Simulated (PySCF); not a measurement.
**A workflow on CH2AlNO (SMILES O=C=[N][AlH2])**

We compute a geometry optimisation (HF/pcseg-0), then vibrational wavenumbers, then a single-point energy (CCSD(T)/6-311+G**), then quasiparticle levels (G0W0@BPW91/6-31++G**) of CH2AlNO. 

The results are computed with PySCF 2.14.0.

## Step 1: The structure to begin with

CH2AlNO has 6 atoms, charge 0, and is taken as a singlet. SMILES: `O=C=[N][AlH2]`. All atoms were displaced at random from a relaxed shape. The run starts from this shape.

Bond lengths: O1–C2 1.116 Å, C2–N3 1.268 Å, N3–Al4 1.857 Å, Al4–H5 1.497 Å, Al4–H6 1.501 Å. Angles: O1–C2–N3 175.0°, C2–N3–Al4 172.1°, N3–Al4–H5 117.1°, N3–Al4–H6 115.1°, H5–Al4–H6 127.6°.

## Step 2: A structure relaxation at HF/pcseg-0 (run 1)

mol.xyz

```xyz
6
CH2AlNO
O      1.689438    -2.160107     1.031527
C      1.054723    -1.333301     0.633451
N      0.369275    -0.332196     0.264697
Al    -0.754612     0.971924    -0.432184
H     -1.234381     0.777833    -1.836530
H     -0.969553     2.165631     0.451390
```

calc.py

```python
from pyscf import gto
from pyscf.geomopt.geometric_solver import kernel as optimise

system = gto.Mole()
system.atom = 'mol.xyz'
system.verbose = 3
system.max_memory = 1860
system.basis = 'pcseg-0'
system.build()

hf = system.RHF()
converged, mol_eq = optimise(hf, maxsteps=100, convergence_set='GAU_TIGHT')
print('converged:', converged)
print(mol_eq.tostring())

hf.reset(mol_eq)
system = mol_eq
hf.kernel()
etot = hf.e_tot
print(f'total energy: {etot:.8f} hartree')
```

Started as:

```sh
$ OMP_NUM_THREADS=1 python calc.py
```

The log of the run:

```text
convergence_set           GAU_TIGHT
maxiter                   100
----------------------------------------------------------
Custom engine selected.
Bonds will be generated from interatomic distances less than 1.20 times sum of covalent radii
18 internal coordinates being used (instead of 18 Cartesians)
Internal coordinate system (atoms numbered from 1):
Distance 1-2
Distance 2-3
Distance 3-4
Distance 4-5
Distance 4-6
Angle 3-4-6
Angle 5-4-6
LinearAngleX 1-2-3
LinearAngleY 1-2-3
LinearAngleX 2-3-4
LinearAngleY 2-3-4
Out-of-Plane 4-3-5-6
Translation-X 1-6
Translation-Y 1-6
Translation-Z 1-6
Rotation-A 1-6
Rotation-B 1-6
Rotation-C 1-6
> ===== Optimization Info: ====
> Job type: Energy minimization
> Maximum number of optimization cycles: 100
> Initial / maximum trust radius (Angstrom): 0.100 / 0.300
> Convergence Criteria:
> Will converge when all 5 criteria are reached:
>  |Delta-E| < 1.00e-06
>  RMS-Grad  < 1.00e-05
>  Max-Grad  < 1.50e-05
>  RMS-Disp  < 4.00e-05
>  Max-Disp  < 6.00e-05
> === End Optimization Info ===

Geometry optimization cycle 1
Cartesian coordinates (Angstrom)
[... 10 lines left out ...]
converged SCF energy = -409.474589042325
[... 22 lines left out ...]
converged SCF energy = -409.49591915671
[... 45 lines left out ...]
converged SCF energy = -409.498649205931
[... 45 lines left out ...]
converged SCF energy = -409.499284896782
[... 45 lines left out ...]
converged SCF energy = -409.499371054326
[... 45 lines left out ...]
converged SCF energy = -409.499372298313
[... 45 lines left out ...]
converged SCF energy = -409.499372382652
[... 45 lines left out ...]
converged SCF energy = -409.499372387053
[... 35 lines left out ...]
Converged! =D
[... 1 line left out ...]
converged: True
O           1.69438398       -2.13199097        1.05246295
C           1.01744018       -1.26096804        0.63307651
N           0.33634873       -0.38460467        0.21111734
Al         -0.68212736        0.92587871       -0.41986928
H          -1.25939832        0.78044871       -1.86756197
H          -0.95175721        2.16102026        0.50312545
converged SCF energy = -409.4993723871
total energy: -409.49937239 hartree
```

Run time: 6.6 s. Hardware: 1 thread of Arm Neoverse V2, shared host; peak memory 0.14 GiB.

The path in brief:

```tsv
step	energy from the first frame kept (eV)	largest force (eV/Å)
0	0.0000	13.1727
1	-0.5804	2.0749
2	-0.5617	2.2902
3	-0.6547	0.5581
4	-0.6618	0.6030
5	-0.6720	0.1470
6	-0.6730	0.0854
7	-0.6744	0.0660
8	-0.6744	0.0151
9	-0.6744	0.0040
10	-0.6744	0.0044
11	-0.6744	0.0037
12	-0.6744	0.0008
13	-0.6744	0.0008
14	-0.6744	0.0002
```

After the run. Bond lengths: O1–C2 1.180 Å, C2–N3 1.187 Å, N3–Al4 1.776 Å, Al4–H5 1.565 Å, Al4–H6 1.565 Å. Angles: O1–C2–N3 180.0°, C2–N3–Al4 180.0°, N3–Al4–H5 118.1°, N3–Al4–H6 118.1°, H5–Al4–H6 123.7°.

## Step 3: Vibrational wavenumbers at HF/pcseg-0 (run 2)

start.xyz

```xyz
6
CH2AlNO
O      1.364776    -1.756063     0.845525
C      0.687832    -0.885040     0.426139
N      0.006741    -0.008677     0.004179
Al    -1.011735     1.301807    -0.626807
H     -1.589012     1.156384    -2.074496
H     -1.281363     2.536945     0.296196
```

run.py

```python
import numpy
from pyscf import gto, scf, symm
from pyscf.hessian import thermo

molecule = gto.Mole()
molecule.atom = 'start.xyz'
molecule.verbose = 3
molecule.charge = 0
molecule.max_memory = 1860
molecule.basis = 'pcseg-0'
molecule.build()

mf = scf.RHF(molecule)
mf.kernel()

e_final = mf.e_tot
print(f'total energy: {e_final:.8f} hartree')
hess = mf.Hessian().kernel()
modes = thermo.harmonic_analysis(molecule, hess)
print('frequencies (1/cm)', numpy.round(modes['freq_wavenumber'], 1))
symm.geom.TOLERANCE = 1e-3  # for the symmetry number
th = thermo.thermo(mf, modes['freq_au'], 298.15, 101325)
thermo.dump_thermo(molecule, th)
```

Started as:

```sh
$ OMP_NUM_THREADS=1 python run.py
```

The log of the run:

```text
converged SCF energy = -409.499372387103
total energy: -409.49937239 hartree
frequencies (1/cm) [ 155.4  174.1  591.2  600.8  657.7  710.8  727.8  859.6 1521.9 1993.1
 1994.1 2413.8]
temperature 298.1500 [K]
pressure 101325.00 [Pa]
Rotational constants [GHz] 131.57925 2.47232 2.42672
Symmetry number 2
Zero-point energy (ZPE) 0.02825 [Eh]   74171.356 [J/mol]
                           tot       elec      trans        rot        vib
Entropy [J/mol/K]       283.926      0.000    161.911     92.665     29.350
Cv [J/mol/K]             62.612      0.000     12.472     12.472     37.668
Cp [J/mol/K]             70.926      0.000     20.786     12.472     37.668
Internal energy [J/mol]                      3718.434   3718.434  79345.030
Internal energy [Eh]   -409.46632  -409.49937
Enthalpy [J/mol]                             6197.391   3718.434  79345.030
Enthalpy [Eh]          -409.46537
Gibbs free energy [J/mol]                  -42076.433 -23909.596  70594.431
Gibbs free energy [Eh] -409.49762
```

It took 3.6 s on 1 thread of Arm Neoverse V2, shared host; peak memory 0.12 GiB.

## Step 4: A single-point energy at CCSD(T)/6-311+G(d,p) (run 3)

start.xyz

```xyz
6
CH2AlNO
O      1.694384    -2.131991     1.052463
C      1.017440    -1.260968     0.633077
N      0.336349    -0.384605     0.211117
Al    -0.682127     0.925879    -0.419869
H     -1.259398     0.780449    -1.867562
H     -0.951757     2.161020     0.503125
```

run.py

```python
from pyscf import gto, scf, cc

mol = gto.M(
    atom='start.xyz',
    verbose=4,
    max_memory=1860,
    charge=0,
    basis='6-311+g**',
    spin=0,
)

calc0 = scf.RHF(mol)
calc0.kernel()

mycc = cc.CCSD(calc0, frozen=8)
mycc.kernel()
e_t = mycc.ccsd_t()
e_tot = mycc.e_tot + e_t
print('E(%s) = %.9f' % ('CCSD(T)', e_tot))
```

Started as:

```sh
$ OMP_NUM_THREADS=1 python run.py
```

The log of the run:

```text
PySCF version 2.14.0

[... 62 lines left out ...]
converged SCF energy = -410.366651279747
[... 12 lines left out ...]
Init t2, MP2 energy = -410.919379120614  E_corr(MP2) -0.55272784086731
[... 14 lines left out ...]
CCSD converged
[... 2 lines left out ...]
E(CCSD(T)) = -410.954832110
```

Wall time 53 s (1 thread of Arm Neoverse V2, shared host); peak memory 0.76 GiB.

## Step 5: Quasiparticle energies at G0W0@BPW91/6-31++G(d,p) (density fitting with def2-universal-jkfit, spherical functions) (run 4)

mol.xyz

```xyz
6
CH2AlNO
O      1.694384    -2.131991     1.052463
C      1.017440    -1.260968     0.633077
N      0.336349    -0.384605     0.211117
Al    -0.682127     0.925879    -0.419869
H     -1.259398     0.780449    -1.867562
H     -0.951757     2.161020     0.503125
```

calc.py

```python
from pyscf import gto, dft, gw

system = gto.M(
    atom='mol.xyz',
    verbose=3,
    spin=0,
    max_memory=1860,
    basis='6-31++g**',
)

myscf = dft.RKS(system, xc='b88,pw91')
myscf = myscf.density_fit(auxbasis='def2-universal-jkfit')
myscf.kernel()

e_tot = myscf.e_tot
print(f'total energy: {e_tot:.8f} hartree')

nocc = system.nelec[0]
orbs = list(range(max(0, nocc - 4), min(system.nao, nocc + 4)))
mygw = gw.GW(myscf, freq_int='ac')
mygw.orbs = orbs
mygw.kernel()
print('orbital   mean field (eV)   quasiparticle (eV)')
for p in orbs:
    print('%4d %12.4f %12.4f' % (p + 1, myscf.mo_energy[p] * 27.211386, mygw.mo_energy[p] * 27.211386))
```

Started as:

```sh
$ OMP_NUM_THREADS=1 python calc.py
```

The log of the run:

```text
converged SCF energy = -411.726235138839
total energy: -411.72623514 hartree

WARN: GW QP energies may not be sorted from min to max

orbital   mean field (eV)   quasiparticle (eV)
  15      -9.4856     -12.4948
  16      -8.0838     -10.9936
  17      -7.5728     -10.0945
  18      -7.0874      -9.8146
  19      -2.4969       0.1794
  20      -0.5941       1.5277
  21       0.0129       2.0782
  22       0.0602       3.6149
```

Run time: 9.9 s. Hardware: 1 thread of Arm Neoverse V2, shared host; peak memory 0.39 GiB.

## Step 6: What came out

```
                                                                    quantity             value
                                  run 1, HF/pcseg-0: total energy at the end     -409.49937 Eh
                                            run 1, HF/pcseg-0: dipole moment            2.62 D
                                              run 1, HF/pcseg-0: HOMO energy         -11.53 eV
                                              run 1, HF/pcseg-0: LUMO energy           0.98 eV
                                            run 1, HF/pcseg-0: HOMO–LUMO gap          12.51 eV
                               run 2, HF/pcseg-0: lowest harmonic wavenumber          155 cm⁻¹
                              run 2, HF/pcseg-0: highest harmonic wavenumber         2414 cm⁻¹
                                        run 2, HF/pcseg-0: zero-point energy       74.2 kJ/mol
run 2, HF/pcseg-0: ideal-gas entropy at 298.15 K (symmetry number 2 as used)  67.9 cal/(mol K)
                                      run 3, CCSD(T)/6-311+G**: total energy     -410.95483 Eh
              run 3, CCSD(T)/6-311+G**: dipole moment (Hartree–Fock density)            2.75 D
               run 3, CCSD(T)/6-311+G**: HOMO energy (Hartree–Fock orbitals)         -11.65 eV
               run 3, CCSD(T)/6-311+G**: LUMO energy (Hartree–Fock orbitals)           0.52 eV
             run 3, CCSD(T)/6-311+G**: HOMO–LUMO gap (Hartree–Fock orbitals)          12.18 eV
       run 3, CCSD(T)/6-311+G**: correlation energy (8 core orbitals frozen)        -588.2 mEh
                                    run 3, CCSD(T)/6-311+G**: (T) correction        -24.36 mEh
                                     run 3, CCSD(T)/6-311+G**: T1 diagnostic             0.017
              run 4, G0W0@BPW91/6-31++G**: ground-state or mean-field energy     -411.72624 Eh
        run 4, G0W0@BPW91/6-31++G**: dipole moment (BPW91 Kohn–Sham density)            2.21 D
         run 4, G0W0@BPW91/6-31++G**: HOMO energy (BPW91 Kohn–Sham orbitals)          -7.09 eV
         run 4, G0W0@BPW91/6-31++G**: LUMO energy (BPW91 Kohn–Sham orbitals)          -2.50 eV
       run 4, G0W0@BPW91/6-31++G**: HOMO–LUMO gap (BPW91 Kohn–Sham orbitals)           4.59 eV
                             run 4, G0W0@BPW91/6-31++G**: quasiparticle HOMO          -9.81 eV
                             run 4, G0W0@BPW91/6-31++G**: quasiparticle LUMO           0.18 eV
```

In words: The optimisation (run 1, HF/pcseg-0) took 14 steps and changed the energy by -0.674 eV. Mulliken charges (run 1, HF/pcseg-0) run from -0.96 on N3 to +1.43 on Al4; they depend strongly on the basis. All 12 modes (run 2, HF/pcseg-0) are real, so the shape is a minimum at this level. The triples (run 3, CCSD(T)/6-311+G**) make up 4.1 % of the correlation energy.
